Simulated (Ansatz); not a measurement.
Crystal: HfIn4SiO6.

```
CELL_PARAMETERS angstrom
3.23023 -5.57768 -0.02470
3.23023 5.57768 -0.02470
-1.49068 0.00000 6.32030
ATOMIC_POSITIONS crystal
Hf 0.10178 0.10178 0.00912
In 0.79222 0.48204 0.00818
In 0.48204 0.79222 0.00818
In 0.54472 0.21983 0.48398
In 0.21983 0.54472 0.48398
Si 0.85433 0.85433 0.44523
O 0.83500 0.58822 0.38104
O 0.58822 0.83500 0.38104
O 0.02899 0.02899 0.29500
O 0.97920 0.97920 0.69555
O 0.42852 0.14514 0.07435
O 0.14514 0.42852 0.07435
```

The cell was built by a generator and needn't be a form met in nature.

* Program: Ansatz 0.2.0
* Task: relaxation of cell and atoms
* Functional: r2SCAN
* Potentials or basis: Ansatz PAW
* Cutoff: 500 eV (not typed: the program's choice for these potentials)
* k mesh: 4 × 4 × 3
* Occupations: fermi-dirac, width 0.05 eV
* Spin: no spin polarisation

At the start: volume 18.94 Å³/atom.

Task: How do energy, volume and symmetry change on relaxing?

Result: It ends after 11 steps and the volume is 17.41 Å³/atom (-8.1 %); space group Cm (No. 8, to 0.05 Å).

The path:
| step | energy change (eV) | largest force (eV/Å) | volume (Å³) |
| --- | --- | --- | --- |
| 1 | 0.0000 | 0.2885 | 227.34 |
| 2 | -0.0977 | 0.6604 | 212.68 |
| 3 | -0.1423 | 0.3678 | 214.68 |
| 4 | -0.1728 | 0.3371 | 213.03 |
| 5 | -0.1938 | 0.4851 | 209.14 |
| 6 | -0.2139 | 0.1780 | 209.07 |
| 7 | -0.2155 | 0.0959 | 209.15 |
| 8 | -0.2165 | 0.0369 | 209.07 |
| 9 | -0.2166 | 0.0309 | 209.00 |
| 10 | -0.2167 | 0.0095 | 208.96 |
| 11 | -0.2106 | 0.0094 | 208.96 |

Final structure:
```cif
data_structure
_symmetry_space_group_name_H-M 'P 1'
_symmetry_Int_Tables_number 1
_cell_length_a 6.2643
_cell_length_b 6.2643
_cell_length_c 6.5954
_cell_angle_alpha 97.001
_cell_angle_beta 97.001
_cell_angle_gamma 123.342
_cell_volume 208.96
loop_
_atom_site_label
_atom_site_type_symbol
_atom_site_fract_x
_atom_site_fract_y
_atom_site_fract_z
_atom_site_occupancy
Hf1 Hf 0.07898 0.07898 0.00439 1
In1 In 0.78904 0.47510 0.00835 1
In2 In 0.47510 0.78904 0.00835 1
In3 In 0.55414 0.22029 0.49526 1
In4 In 0.22029 0.55414 0.49526 1
Si1 Si 0.86486 0.86486 0.44328 1
O1 O 0.83205 0.58642 0.37015 1
O2 O 0.58642 0.83205 0.37015 1
O3 O 0.06995 0.06995 0.31824 1
O4 O 0.97957 0.97957 0.69316 1
O5 O 0.42251 0.12707 0.06670 1
O6 O 0.12707 0.42251 0.06670 1
```

Caveat: the plane-wave basis is chosen anew once the cell has moved, so the energies of steps on either side of that aren't comparable; the PAW data sets come from PBE, with cores solved anew for the run's functional, which leaves a small shift of forces and pressure.
